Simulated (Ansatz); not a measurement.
Ba2Tl5V3O12:

```
CELL_PARAMETERS angstrom
8.15421 0.00000 0.00000
-4.07711 7.06176 0.00000
0.00000 0.00000 6.92128
ATOMIC_POSITIONS crystal
Ba 0.00000 0.00000 0.23552
Ba 0.00000 0.00000 0.76448
V 0.50000 0.00000 0.00000
V 0.00000 0.50000 0.00000
V 0.50000 0.50000 0.00000
Tl 0.50000 0.00000 0.50000
Tl 0.00000 0.50000 0.50000
Tl 0.50000 0.50000 0.50000
Tl 0.33333 0.66667 0.22489
Tl 0.66667 0.33333 0.77511
O 0.33890 0.34334 0.81444
O 0.65666 0.99556 0.81444
O 0.00444 0.66110 0.81444
O 0.34334 0.33890 0.18556
O 0.99556 0.65666 0.18556
O 0.66110 0.00444 0.18556
O 0.66110 0.65666 0.18556
O 0.34334 0.00444 0.18556
O 0.99556 0.33890 0.18556
O 0.65666 0.66110 0.81444
O 0.00444 0.34334 0.81444
O 0.33890 0.99556 0.81444
```

The cell was built by a generator and needn't be a form met in nature.

Base run:

| Property | Result |
| --- | --- |
| Program | Ansatz 0.2.0 |
| Functional | PBE |
| Potentials or basis | all-electron LAPW, scalar-relativistic |
| Cutoff | 421 eV (chosen from the basis error) |
| Basis error allowed | 0.003 eV/atom |
| k mesh | 3 × 3 × 3 |
| Occupations | fermi-dirac, width 0.05 eV |
| Spin | collinear spin, ferromagnetic start |
| Starting moments | [0.0, 0.0, 2.0, 2.0, 2.0, 0.0, 0.0, 0.0, 0.0, 0.0, 0.0, 0.0, 0.0, 0.0, 0.0, 0.0, 0.0, 0.0, 0.0, 0.0, 0.0, 0.0] μB |
| Hubbard terms | V d U = 3 eV |

Its results: band gap on the k mesh none (metal or under the smearing width); pressure 1.4 GPa; net moment 1.38 μB per cell; largest force 0.549 eV/Å.

The run is repeated on the same cell with these changes: hubbard terms from V d U = 3 eV to none. What comes out?

Band gap on the k mesh none (metal or under the smearing width); pressure 0.1 GPa; net moment 0.00 μB per cell; largest force 0.019 eV/Å.

Caveats: the k mesh is thin for a metal, which can move the energy by tens of meV per atom; the magnetic state may not be the lowest (some runs); U is the effective U less J, on atomic orbitals that reach past the spheres (some runs); semilocal functionals often make such compounds metallic where correlation or magnetic order opens a gap, which also shifts bond lengths (some runs); the starting moments weren't kept (some runs).
